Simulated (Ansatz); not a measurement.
# ZnS: the cost of one run

Computed with Ansatz 0.2.0 (DFT LDA, scalar-relativistic, plane waves, PAW, unless a step's input says otherwise).

2 further runs of the same task are left out: 2 set aside as unsound or not needed.

## 1. The structure to begin with

Symmetry: P6_3mc, No. 186, hexagonal system. The conventional cell has a = 3.742 Å, b = 3.742 Å, c = 12.259 Å, α = 90.00°, β = 90.00°, γ = 120.00°. Zn (site symmetry 3m) is surrounded by 4 S at 2.29 Å. Around Zn (site symmetry 3m) lie 4 S at 2.29 to 2.30 Å. S (site symmetry 3m) has 4 Zn at 2.29 Å as nearest neighbours. S (site symmetry 3m) has 4 Zn at 2.29 to 2.30 Å as nearest neighbours.

As a file:

```
CELL_PARAMETERS angstrom
3.74185 0.00000 0.00000
0.00000 6.48108 0.00000
0.00000 0.00000 12.25867
ATOMIC_POSITIONS crystal
Zn 0.00000 0.00000 0.00019
Zn 0.50000 0.50000 0.00019
Zn 0.50000 0.50000 0.50019
Zn 0.00000 0.00000 0.50019
Zn 0.00000 0.33333 0.25006
Zn 0.50000 0.83333 0.25006
Zn 0.50000 0.16667 0.75006
Zn 0.00000 0.66667 0.75006
S 0.50000 0.50000 0.18719
S 0.00000 0.00000 0.18719
S 0.50000 0.50000 0.68719
S 0.00000 0.00000 0.68719
S 0.00000 0.33333 0.43756
S 0.50000 0.83333 0.43756
S 0.50000 0.16667 0.93756
S 0.00000 0.66667 0.93756
```

It is built from the cell relaxed beforehand with the same method (18.58 Å³/atom).

## 2. The reference: the undisturbed cell on the scan's mesh

input.yaml reads:

```yaml
crystal:
  lattice:
    - [3.7418546051, 0.0, 0.0]
    - [0.0, 6.4810822906, 0.0]
    - [0.0, 0.0, 12.2586683531]
  atoms:
    - { symbol: Zn, position: [0.0, 0.0, 0.0001903828] }
    - { symbol: Zn, position: [0.5, 0.5, 0.0001903828] }
    - { symbol: Zn, position: [0.5, 0.5, 0.5001903828] }
    - { symbol: Zn, position: [0.0, 0.0, 0.5001903828] }
    - { symbol: Zn, position: [1.0, 0.3333333333, 0.2500608066] }
    - { symbol: Zn, position: [0.5, 0.8333333333, 0.2500608066] }
    - { symbol: Zn, position: [0.5, 0.1666666667, 0.7500608066] }
    - { symbol: Zn, position: [1.0, 0.6666666667, 0.7500608066] }
    - { symbol: S, position: [0.5, 0.5, 0.1871892179] }
    - { symbol: S, position: [0.0, 0.0, 0.1871892179] }
    - { symbol: S, position: [0.5, 0.5, 0.6871892179] }
    - { symbol: S, position: [0.0, 0.0, 0.6871892179] }
    - { symbol: S, position: [1.0, 0.3333333333, 0.4375595927] }
    - { symbol: S, position: [0.5, 0.8333333333, 0.4375595927] }
    - { symbol: S, position: [0.5, 0.1666666667, 0.9375595927] }
    - { symbol: S, position: [1.0, 0.6666666667, 0.9375595927] }
basis:
  ecutwfc: 420
kpoints:
  mp_grid: { grid: [6, 4, 2] }
hamiltonian:
  xc: lda
scf:
  occupations: { method: gaussian, width: 0.05 }
output:
  forces: true
  stress: true
  eigenvalues: true
  write_density: true
  write_potential: true
  elf: true
  volumetric_format: npy
```

Command:

```console
ansatz run input.yaml --threads 2 --pin off --max-ram 5120MiB --backend cpu --events-out ev --progress --plain --runs-dir out
```

What time and memory should one allow on 2 threads of AMD EPYC 9R45 (Zen 5), shared host?

About 13 s, with a peak of 0.83 GiB.
